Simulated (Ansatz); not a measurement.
# C6H14Sn: up Jacob's ladder to CCSD(T)

One table from this session's results is given with a row withheld; the runs are named, their logs left out.

Method: functionals in def2-TZVPP, the program's frozen cores in correlated methods; program: Ansatz 0.2.0, Gaussian basis.

The runs, in order: LDA (SPW92), PBE-D4, revPBE-D4, BLYP-D4, r2SCAN-D4, B97M-V, PBE0-D4, B3LYP-D4, r2SCANh-D4, r2SCAN0-D4, HSE06-D4, BHLYP-D4, CAM-B3LYP-D4, LC-ωPBE, ωB97X-V, ωB97M-V, B2PLYP, PBE-QIDH; CCSD(T)/def2-SVP; CCSD(T)/def2-TZVPP; MP2/def2-QZVPP; extrapolation to the limit; RPA on PBE.

### The relaxed structure

All runs share one geometry, relaxed beforehand with PBE0-D4 in a triple-zeta def2 set. Sn takes the def2 core potential; no spin-orbit term is included.

SMILES `C[CH](C)[Sn][CH](C)C`, 21 atoms, charge 0, spin multiplicity 1.

Atoms are counted from 1 here; the program's logs count them from 0.

Bond lengths: C1–C2 1.526 Å, C1–H8 1.096 Å, C1–H9 1.098 Å, C1–H10 1.095 Å, C2–C3 1.517 Å, C2–Sn4 2.223 Å, C2–H11 1.097 Å, C3–H12 1.094 Å, C3–H13 1.098 Å, C3–H14 1.094 Å, Sn4–C5 2.213 Å, C5–C6 1.525 Å, C5–C7 1.519 Å, C5–H15 1.095 Å, C6–H16 1.094 Å, C6–H17 1.097 Å, C6–H18 1.098 Å, C7–H19 1.094 Å and more. Angles: C2–C1–H8 111.9°, C2–C1–H9 111.2°, C2–C1–H10 112.5°, H8–C1–H9 106.5°, H8–C1–H10 107.4°, H9–C1–H10 107.0°, C1–C2–C3 111.7°, C1–C2–Sn4 107.0°, C1–C2–H11 107.8°, C3–C2–Sn4 116.7°, C3–C2–H11 109.0°, Sn4–C2–H11 104.0°, C2–C3–H12 111.7°, C2–C3–H13 111.3°, C2–C3–H14 112.4°, H12–C3–H13 106.8°, H12–C3–H14 107.2°, H13–C3–H14 107.1° and more.

The first run:

in.yaml reads:

```yaml
crystal:
  periodic: [false, false, false]
  atoms:
    - {symbol: C, position_ang: [-0.458061, -2.518904, 0.703743]}
    - {symbol: C, position_ang: [-0.977096, -1.176308, 1.211619]}
    - {symbol: C, position_ang: [-2.056737, -0.613792, 0.305935]}
    - {symbol: Sn, position_ang: [0.796832, 0.113314, 1.572669]}
    - {symbol: C, position_ang: [0.672484, 1.330018, -0.271940]}
    - {symbol: C, position_ang: [1.205101, 0.457457, -1.403960]}
    - {symbol: C, position_ang: [1.451693, 2.629165, -0.158722]}
    - {symbol: H, position_ang: [-0.001837, -2.431109, -0.288442]}
    - {symbol: H, position_ang: [-1.272262, -3.248768, 0.609102]}
    - {symbol: H, position_ang: [0.291009, -2.958911, 1.370465]}
    - {symbol: H, position_ang: [-1.397098, -1.336377, 2.212429]}
    - {symbol: H, position_ang: [-1.682331, -0.434760, -0.706299]}
    - {symbol: H, position_ang: [-2.902011, -1.309131, 0.213950]}
    - {symbol: H, position_ang: [-2.458606, 0.334222, 0.674779]}
    - {symbol: H, position_ang: [-0.383036, 1.550133, -0.462664]}
    - {symbol: H, position_ang: [0.593645, -0.434385, -1.569614]}
    - {symbol: H, position_ang: [2.232990, 0.122791, -1.215857]}
    - {symbol: H, position_ang: [1.232126, 1.010477, -2.352093]}
    - {symbol: H, position_ang: [1.056335, 3.282995, 0.624067]}
    - {symbol: H, position_ang: [1.426610, 3.195694, -1.099096]}
    - {symbol: H, position_ang: [2.505753, 2.446778, 0.076628]}
basis:
  gaussian: {orbitals: def2-TZVPP}
hamiltonian: {xc: lda}
output: {orbitals: {seedname: orbitals}}
```

On the command line:

```bash
> ansatz run in.yaml --threads 2 --pin off --events-out ev --progress --plain --max-ram 32768MiB --backend cuda --devices 0, --max-vram 18GiB
```

Among the steps run: LDA; PBE-D4 (GGA); revPBE-D4 (GGA); BLYP-D4 (GGA); r2SCAN-D4 (meta-GGA); B97M-V (meta-GGA); B3LYP-D4 (hybrid); r2SCANh-D4 (hybrid); r2SCAN0-D4 (hybrid); HSE06-D4 (hybrid); BHLYP-D4 (hybrid); CAM-B3LYP-D4 (range-separated); LC-ωPBE (range-separated); ωB97X-V (range-separated); ωB97M-V (range-separated); B2PLYP (double hybrid); PBE-QIDH (double hybrid).

One of the session's tables, all rows but one given; the rest of the session is left out.

| functional | HOMO (eV) | LUMO (eV) | gap (eV) |
| --- | --- | --- | --- |
| LDA (SPW92) | -4.83 | -3.33 | 1.50 |
| PBE-D4 | -4.67 | -3.05 | 1.62 |
| revPBE-D4 | -4.61 | -2.92 | 1.69 |
| BLYP-D4 | -4.56 | -3.00 | 1.56 |
| r2SCAN-D4 | -4.86 | -2.94 | 1.92 |
| B97M-V | -4.84 | -3.07 | 1.77 |
| PBE0-D4 | -5.60 | -2.30 | 3.30 |
| B3LYP-D4 | -5.46 | -2.56 | 2.90 |
| r2SCANh-D4 | -5.21 | -2.66 | 2.55 |
| r2SCAN0-D4 | -5.73 | -2.25 | 3.48 |
| HSE06-D4 | -5.21 | -2.66 | 2.55 |
| BHLYP-D4 | -6.43 | -1.56 | 4.88 |
| CAM-B3LYP-D4 | -6.80 | -1.39 | 5.40 |
| LC-ωPBE | -7.95 | -0.25 | 7.71 |
| ωB97X-V | -7.69 | -0.42 | 7.27 |
| ωB97M-V | ? | ? | ? |

**Question.** Estimate the row for ωB97M-V.

The run gave: HOMO (eV): -7.63; LUMO (eV): -0.61; gap (eV): 7.02. In the column «HOMO (eV)» it lies between ωB97X-V (-7.69) and CAM-B3LYP-D4 (-6.80).

To keep in mind: All levels share the lack of spin-orbit coupling, which lowers the free heavy atoms and so the true binding.
